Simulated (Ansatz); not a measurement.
**Alloy of MgS and CaS (4 of 32 Mg sites exchanged), 64 atoms**

How does this alloy cell relax, and what gap do PBEsol and HSE06 give?

All numbers are computed with Ansatz 0.2.0 (PAW, plane waves).

## 1. The starting cell

64 atoms (32 S, 28 Mg, 4 Ca); a = 10.472 Å, b = 10.472 Å, c = 10.472 Å, α = 90.00°, β = 90.00°, γ = 90.00°. All atoms were shaken off their sites by about 0.02 Å along each axis.

Steps to follow: (2) PBEsol cell relaxation at the single k point (½, ½, ½), on 7 threads of Arm Neoverse-V2; (3) HSE06 single point at the Γ point alone, on 7 threads of Arm Neoverse-V2.

## 2. Relaxing cell and atoms with PBEsol

in.yaml reads:

```yaml
crystal:
  lattice:
    - [10.472258, 0.000000, 0.000000]
    - [0.000000, 10.472258, 0.000000]
    - [0.000000, 0.000000, 10.472258]
  atoms:
    - { symbol: S, position: [0.249073, 0.001764, 0.999895] }
    - { symbol: S, position: [0.252252, 0.999260, 0.502283] }
    - { symbol: S, position: [0.251052, 0.501290, 0.999548] }
    - { symbol: S, position: [0.248176, 0.501092, 0.502064] }
    - { symbol: S, position: [0.748464, 0.000091, 0.001102] }
    - { symbol: S, position: [0.751659, 0.999998, 0.501203] }
    - { symbol: S, position: [0.752430, 0.498636, 0.001437] }
    - { symbol: S, position: [0.749419, 0.497376, 0.496676] }
    - { symbol: S, position: [0.000036, 0.251136, 0.997126] }
    - { symbol: S, position: [0.999556, 0.251460, 0.497224] }
    - { symbol: S, position: [0.000795, 0.750625, 0.002333] }
    - { symbol: S, position: [0.002111, 0.750562, 0.499048] }
    - { symbol: S, position: [0.500660, 0.252571, 0.001448] }
    - { symbol: S, position: [0.498456, 0.251571, 0.500603] }
    - { symbol: S, position: [0.500102, 0.749285, 0.996176] }
    - { symbol: S, position: [0.501630, 0.747823, 0.502478] }
    - { symbol: S, position: [0.998030, 0.997921, 0.249608] }
    - { symbol: S, position: [0.002641, 0.999655, 0.752560] }
    - { symbol: S, position: [0.999388, 0.496773, 0.248808] }
    - { symbol: S, position: [0.998812, 0.498692, 0.747740] }
    - { symbol: S, position: [0.501767, 0.000249, 0.250536] }
    - { symbol: S, position: [0.505316, 0.998508, 0.754247] }
    - { symbol: S, position: [0.497766, 0.501986, 0.252239] }
    - { symbol: S, position: [0.498382, 0.496603, 0.749710] }
    - { symbol: S, position: [0.248543, 0.251927, 0.248777] }
    - { symbol: S, position: [0.251464, 0.243997, 0.749481] }
    - { symbol: S, position: [0.248901, 0.748796, 0.248513] }
    - { symbol: S, position: [0.248046, 0.747587, 0.753251] }
    - { symbol: S, position: [0.751491, 0.247275, 0.247055] }
    - { symbol: S, position: [0.749653, 0.247419, 0.749171] }
    - { symbol: S, position: [0.748240, 0.749235, 0.247801] }
    - { symbol: S, position: [0.752478, 0.750095, 0.752020] }
    - { symbol: Mg, position: [0.001081, 0.999167, 0.000533] }
    - { symbol: Mg, position: [0.002899, 0.996754, 0.501013] }
    - { symbol: Mg, position: [0.001338, 0.495784, 0.002197] }
    - { symbol: Mg, position: [0.999521, 0.498179, 0.499421] }
    - { symbol: Mg, position: [0.499166, 0.999126, 0.499008] }
    - { symbol: Mg, position: [0.497303, 0.501443, 0.001861] }
    - { symbol: Mg, position: [0.497977, 0.497786, 0.499972] }
    - { symbol: Mg, position: [0.249409, 0.250207, 0.001456] }
    - { symbol: Mg, position: [0.251763, 0.748418, 0.002964] }
    - { symbol: Mg, position: [0.251776, 0.750539, 0.498290] }
    - { symbol: Mg, position: [0.747833, 0.249032, 0.997615] }
    - { symbol: Mg, position: [0.750190, 0.248616, 0.504481] }
    - { symbol: Mg, position: [0.750247, 0.750244, 0.999114] }
    - { symbol: Mg, position: [0.749399, 0.751641, 0.502565] }
    - { symbol: Mg, position: [0.247268, 0.001753, 0.250718] }
    - { symbol: Mg, position: [0.249110, 0.999254, 0.752588] }
    - { symbol: Mg, position: [0.248915, 0.498475, 0.250142] }
    - { symbol: Mg, position: [0.250324, 0.498324, 0.750909] }
    - { symbol: Mg, position: [0.751456, 0.002730, 0.250435] }
    - { symbol: Mg, position: [0.751794, 0.499498, 0.249389] }
    - { symbol: Mg, position: [0.749287, 0.498396, 0.750006] }
    - { symbol: Mg, position: [0.001237, 0.249474, 0.251514] }
    - { symbol: Mg, position: [0.001538, 0.246775, 0.748366] }
    - { symbol: Mg, position: [0.000202, 0.749798, 0.251072] }
    - { symbol: Mg, position: [0.001387, 0.749714, 0.748042] }
    - { symbol: Mg, position: [0.501157, 0.246858, 0.751612] }
    - { symbol: Mg, position: [0.501381, 0.750973, 0.253167] }
    - { symbol: Mg, position: [0.500831, 0.744982, 0.751328] }
    - { symbol: Ca, position: [0.502268, 0.993925, 0.999035] }
    - { symbol: Ca, position: [0.250389, 0.249456, 0.498051] }
    - { symbol: Ca, position: [0.751703, 0.001839, 0.749474] }
    - { symbol: Ca, position: [0.499159, 0.247154, 0.250558] }
kpoints:
  mp_grid: { grid: [1, 1, 1], shift: [0.5, 0.5, 0.5] }
hamiltonian:
  xc: pbesol
scf:
  occupations: { method: fermi_dirac, width: 0.01 }
relax:
  f_tol: 0.03
  max_steps: 80
  escape_saddle: false
  adjacent_minimum: "off"
  cell: { fix: [shape] }
output:
  forces: true
  eigenvalues: true
  populations: true
```

The runs that follow: Single point with HSE06.

Before running it: what results should come out? Wanted: for each run, top filled to lowest empty.

As calculated:

| level | time | k points | top filled to lowest empty (eV) |
| --- | --- | --- | --- |
| PBEsol, relaxation | 30 s (7 CPU threads) | (½, ½, ½) | 3.97 |
| HSE06 | 4.1 min (7 CPU threads) | Γ | 4.11 |

```
     quantity                                                                         value
   relaxation                                              5 recorded steps, 1.38 eV gained
largest shift                                                                  0.21 Å (S22)
 relaxed cell  a = 10.503 Å, b = 10.503 Å, c = 10.503 Å, α = 90.00°, β = 90.00°, γ = 90.00°
   mean bonds                                                      Ca–S 2.724, Mg–S 2.612 Å
```

**Reading.** The relaxation lowers the energy by 1.38 eV; the largest shift is 0.21 Å (S22), while the volume changes by +0.9 %. The mean lengths of the listed bonds run from Mg–S 2.61 Å to Ca–S 2.72 Å. The relaxation ran on other k points, so part of any difference from the later rows can come from the mesh. With one k point the spacing samples only the states that fold onto it, so it can exceed the gap over the zone.
